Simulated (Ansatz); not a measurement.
**CH2OSSi: how energies converge with the basis set**

An exercise on one series of results from a longer session: the logs are not shown, and one member is left open.

Program: Ansatz 0.2.0, Gaussian basis. Level of theory: one geometry, several basis sets. These are calculated values, not measurements.

Plan: PBE0-D4/def2-SVP; ωB97M-V/def2-SVP; PBE0-D4/def2-QZVPP; ωB97M-V/def2-QZVPP; the functionals' def2-TZVPP values are taken from earlier runs.

**The geometry**

An earlier PBE0-D4 in a triple-zeta def2 set relaxation fixed the geometry.

SMILES `O=C1[SiH2]S1`, 6 atoms, charge 0, spin multiplicity 1.

Atoms are counted from 1 here; the program's logs count them from 0.

Bond lengths: O1–C2 1.180 Å, C2–Si3 1.841 Å, C2–S4 1.856 Å, Si3–S4 2.124 Å, Si3–H5 1.480 Å, Si3–H6 1.480 Å. Angles: O1–C2–Si3 157.8°, O1–C2–S4 132.1°, Si3–C2–S4 70.1°, C2–Si3–S4 55.3°, C2–Si3–H5 120.1°, C2–Si3–H6 120.1°, S4–Si3–H5 118.4°, S4–Si3–H6 118.4°, H5–Si3–H6 113.0°, C2–S4–Si3 54.6°.

As a file:

```xyz
6
charge 0, multiplicity 1
O    -0.6288   -2.1028    0.5292
C    -0.4324   -1.0018    0.1528
Si    0.4320    0.6161   -0.0093
S    -1.3757    0.1049   -1.0002
H     1.6710    0.7183   -0.8127
H     0.3761    1.6013    1.0941
```

The first run:

Input file in.yaml:

```yaml
crystal:
  periodic: [false, false, false]
  atoms:
    - {symbol: O, position_ang: [-0.628804, -2.102767, 0.529195]}
    - {symbol: C, position_ang: [-0.432415, -1.001779, 0.152754]}
    - {symbol: Si, position_ang: [0.432032, 0.616101, -0.009288]}
    - {symbol: S, position_ang: [-1.375690, 0.104866, -1.000201]}
    - {symbol: H, position_ang: [1.671010, 0.718329, -0.812713]}
    - {symbol: H, position_ang: [0.376066, 1.601250, 1.094051]}
basis:
  gaussian: {orbitals: def2-SVP}
hamiltonian: {xc: pbe0, dispersion: d4}
output: {orbitals: {seedname: orbitals}}
```

Launch:

```console
$ ansatz run in.yaml --threads 2 --pin off --events-out ev --progress --plain --max-ram 4352MiB
```

Among the steps run: PBE0-D4 in def2-SVP; ωB97M-V in def2-SVP; PBE0-D4 in def2-QZVPP; ωB97M-V in def2-QZVPP.

One of the session's tables, all rows but one given; the rest of the session is left out.

It belongs to the step «Density functionals: the series». 

```
functional       basis  HOMO (eV)
   PBE0-D4    def2-SVP      -7.06
   PBE0-D4  def2-TZVPP          ?
   PBE0-D4  def2-QZVPP      -7.12
   ωB97M-V    def2-SVP      -9.07
   ωB97M-V  def2-TZVPP      -9.15
   ωB97M-V  def2-QZVPP      -9.18
```

Q: Estimate the row for PBE0-D4, def2-TZVPP from the others.

The run gave: HOMO (eV): -7.10. In the column «HOMO (eV)» it lies between PBE0-D4, def2-QZVPP (-7.12) and PBE0-D4, def2-SVP (-7.06).
